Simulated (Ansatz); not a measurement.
# CH₃HfNO₄: one species, many methods

The task here is to estimate one member of a computed series from the others.

Method: functionals in def2-TZVPP, the program's frozen cores in correlated methods; program: Ansatz 0.2.0, Gaussian basis.

Levels to be run: LDA (SPW92), PBE-D4, revPBE-D4, BLYP-D4, r2SCAN-D4, B97M-V, PBE0-D4, B3LYP-D4, r2SCANh-D4, r2SCAN0-D4, HSE06-D4, BHLYP-D4, CAM-B3LYP-D4, LC-ωPBE, ωB97X-V, ωB97M-V, B2PLYP, PBE-QIDH; CCSD(T)/def2-SVP; CCSD(T)/def2-TZVPP; MP2/def2-QZVPP; extrapolation to the limit; RPA on PBE.

## Structure used throughout

An earlier PBE0-D4 in a triple-zeta def2 set relaxation fixed the geometry. Hf takes the def2 core potential; no spin-orbit term is included.

SMILES `O=C=[N][Hf]([OH])([OH])[OH]`, 10 atoms, charge 0, spin multiplicity 1.

Atoms are counted from 1 here; the program's logs count them from 0.

Bond lengths: O1–C2 1.169 Å, C2–N3 1.198 Å, N3–Hf4 2.062 Å, Hf4–O5 1.920 Å, Hf4–O6 1.920 Å, Hf4–O7 1.920 Å, O5–H8 0.951 Å, O6–H9 0.951 Å, O7–H10 0.951 Å. Angles: O1–C2–N3 180.0°, C2–N3–Hf4 180.0°, N3–Hf4–O5 108.6°, N3–Hf4–O6 108.7°, N3–Hf4–O7 108.6°, O5–Hf4–O6 110.3°, O5–Hf4–O7 110.3°, O6–Hf4–O7 110.3°, Hf4–O5–H8 160.6°, Hf4–O6–H9 160.6°, Hf4–O7–H10 160.6°.

The first run:

Input file in.yaml:

```yaml
crystal:
  periodic: [false, false, false]
  atoms:
    - {symbol: O, position_ang: [2.221131, -2.609849, 1.958519]}
    - {symbol: C, position_ang: [1.563569, -1.836929, 1.379105]}
    - {symbol: N, position_ang: [0.889677, -1.044802, 0.785300]}
    - {symbol: Hf, position_ang: [-0.270736, 0.318218, -0.238609]}
    - {symbol: O, position_ang: [-1.574820, -0.639492, -1.271791]}
    - {symbol: O, position_ang: [-1.140042, 1.462948, 1.033881]}
    - {symbol: O, position_ang: [0.866339, 1.348303, -1.392417]}
    - {symbol: H, position_ang: [-2.415929, -0.956572, -1.583120]}
    - {symbol: H, position_ang: [-1.387371, 2.246417, 1.513399]}
    - {symbol: H, position_ang: [1.248182, 1.711758, -2.184266]}
basis:
  gaussian: {orbitals: def2-TZVPP}
hamiltonian: {xc: lda}
output: {orbitals: {seedname: orbitals}}
```

Command:

```
ansatz run in.yaml --threads 2 --pin off --events-out ev --progress --plain --max-ram 22528MiB --backend cuda --devices 0, --max-vram 18GiB
```

Steps of the session up to this table: LDA; PBE-D4 (GGA); revPBE-D4 (GGA); BLYP-D4 (GGA); r2SCAN-D4 (meta-GGA); B97M-V (meta-GGA); PBE0-D4 (hybrid); B3LYP-D4 (hybrid); r2SCANh-D4 (hybrid); r2SCAN0-D4 (hybrid); HSE06-D4 (hybrid); BHLYP-D4 (hybrid); CAM-B3LYP-D4 (range-separated); LC-ωPBE (range-separated); ωB97X-V (range-separated); ωB97M-V (range-separated); B2PLYP (double hybrid); PBE-QIDH (double hybrid).

One of the session's tables, all rows but one given; the rest of the session is left out.

It belongs to the step «Orbital energies across the functionals». 

| functional | HOMO (eV) | gap (eV) |
| --- | --- | --- |
| LDA (SPW92) | ? | ? |
| PBE-D4 | -6.76 | 5.84 |
| revPBE-D4 | -6.68 | 5.83 |
| BLYP-D4 | -6.63 | 5.68 |
| r2SCAN-D4 | -7.09 | 6.52 |
| B97M-V | -7.09 | 6.26 |
| PBE0-D4 | -8.19 | 7.97 |
| B3LYP-D4 | -7.94 | 7.39 |
| r2SCANh-D4 | -7.62 | 7.37 |
| r2SCAN0-D4 | -8.43 | 8.57 |
| HSE06-D4 | -7.79 | 7.23 |
| BHLYP-D4 | -9.52 | 9.78 |
| CAM-B3LYP-D4 | -9.56 | 9.97 |
| LC-ωPBE | -10.88 | 12.46 |
| ωB97X-V | -10.53 | 11.91 |
| ωB97M-V | -10.44 | 11.34 |

**Question.** Estimate the row for LDA (SPW92).

The run gave: HOMO (eV): -7.01; gap (eV): 5.89. In the column «HOMO (eV)» it lies between B97M-V (-7.09) and PBE-D4 (-6.76).
